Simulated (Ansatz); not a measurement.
**C₂H₄AlB (SMILES [BH2][AlH][C]#C): a rigid scan of the bond length C4–H8**

One table from this session's results is given with a row withheld; the runs are named, their logs left out.

Program: Ansatz 0.2.0, Gaussian basis. Level of theory: single points in def2-TZVPP. These are calculated values, not measurements.

Levels: PBE-D4, r2SCAN-D4, PBE0-D4, B3LYP-D4, wB97M-V, Hartree-Fock, MP2, CCSD, CCSD(T). The scan takes 0.875, 0.920, 0.986, 1.063, 1.148, 1.240, 1.337, 1.440, 1.547 Å.

Cores are frozen in the correlated methods. B3LYP uses VWN-RPA correlation.

36 further runs of the same task are left out: 36 set aside as unsound or not needed.

### The system as given

The minimum, relaxed at PBE0-D4: SMILES `[BH2][AlH][C]#C`, 8 atoms, charge 0, spin multiplicity 1.

Atoms are counted from 1 here; the program's logs count them from 0.

Bond lengths: B1–Al2 2.116 Å, B1–H5 1.200 Å, B1–H6 1.200 Å, Al2–C3 1.913 Å, Al2–H7 1.588 Å, C3–C4 1.212 Å, C4–H8 1.067 Å. Angles: Al2–B1–H5 122.7°, Al2–B1–H6 122.7°, H5–B1–H6 114.6°, B1–Al2–C3 118.1°, B1–Al2–H7 124.2°, C3–Al2–H7 117.7°, Al2–C3–C4 177.8°, C3–C4–H8 179.6°.

Geometry (Å):

```
atom    x (Å)    y (Å)    z (Å)
  B1  -0.9791   1.6103  -0.6589
 Al2   0.7322   0.3980  -0.3799
  C3   0.5237  -1.2516   0.5653
  C4   0.3469  -2.2874   1.1684
  H5  -1.6975   1.5081  -1.6142
  H6  -1.3100   2.4553   0.1258
  H7   2.1843   0.7685  -0.9053
  H8   0.1994  -3.2012   1.6988
```

Energies of the minimum (eV), from earlier single points: PBE-D4 -9402.44774, r2SCAN-D4 -9407.68079, PBE0-D4 -9403.46923, B3LYP-D4 -9411.56406, wB97M-V -9408.51990, CCSD(T) -9391.86506.

At the minimum the bond length C4–H8 is 1.067 Å.

The first run:

Input file ccsdt-tzvpp/in.yaml:

```yaml
crystal:
  periodic: [false, false, false]
  atoms:
    - {symbol: B, position_ang: [-0.979071, 1.610333, -0.658908]}
    - {symbol: Al, position_ang: [0.732208, 0.397982, -0.379930]}
    - {symbol: C, position_ang: [0.523709, -1.251603, 0.565323]}
    - {symbol: C, position_ang: [0.346947, -2.287409, 1.168443]}
    - {symbol: H, position_ang: [-1.697463, 1.508070, -1.614250]}
    - {symbol: H, position_ang: [-1.310001, 2.455278, 0.125791]}
    - {symbol: H, position_ang: [2.184273, 0.768490, -0.905309]}
    - {symbol: H, position_ang: [0.225923, -3.036884, 1.603489]}
basis:
  gaussian: {orbitals: def2-TZVPP}
correlation: {method: ccsd_t}
```

The command line of these runs was not kept.

Among the steps run: C4–H8 = 0.875 Å; C4–H8 = 0.920 Å; C4–H8 = 0.986 Å; C4–H8 = 1.063 Å; C4–H8 = 1.148 Å; C4–H8 = 1.240 Å; C4–H8 = 1.337 Å; C4–H8 = 1.440 Å; C4–H8 = 1.547 Å.

One table of the session follows, with a row left open; its other results are not shown here.

Energies less that of the minimum at the same level (meV):

```
bond length (Å)  PBE-D4  PBE0-D4  B3LYP-D4  wB97M-V  Hartree-Fock
          0.875    1100     1063      1032     1041          1006
          0.920     595      565       544      550           517
          0.986       ?        ?         ?        ?             ?
          1.063       1        0         0        0            -1
1.067 (minimum)       0        0         0        0             0
          1.148      93      115       120      119           151
          1.240     393      441       448      448           525
          1.337     836      916       919      923          1056
          1.440    1369     1487      1478     1499          1697
          1.547    1949     2109      2086     2123          2395
```

Q: Estimate the row for bond length (Å) = 0.986 from the others.

Worked estimate for «PBE-D4». A straight line through the neighbours (0.920, 595) and (1.063, 1) gives 595 + (1 − 595) × (0.986 − 0.920) / (1.063 − 0.920) = 321; a parabola fitted to 4 rows on both sides gives 194.

As computed: PBE-D4: 167; PBE0-D4: 149; B3LYP-D4: 139; wB97M-V: 142; Hartree-Fock: 119. In «PBE-D4» the line misses by +154 and the parabola by +27.

Limits of these values: A polynomial through the near points puts the CCSD(T) minimum 0.001 Å below the PBE0-D4 value.
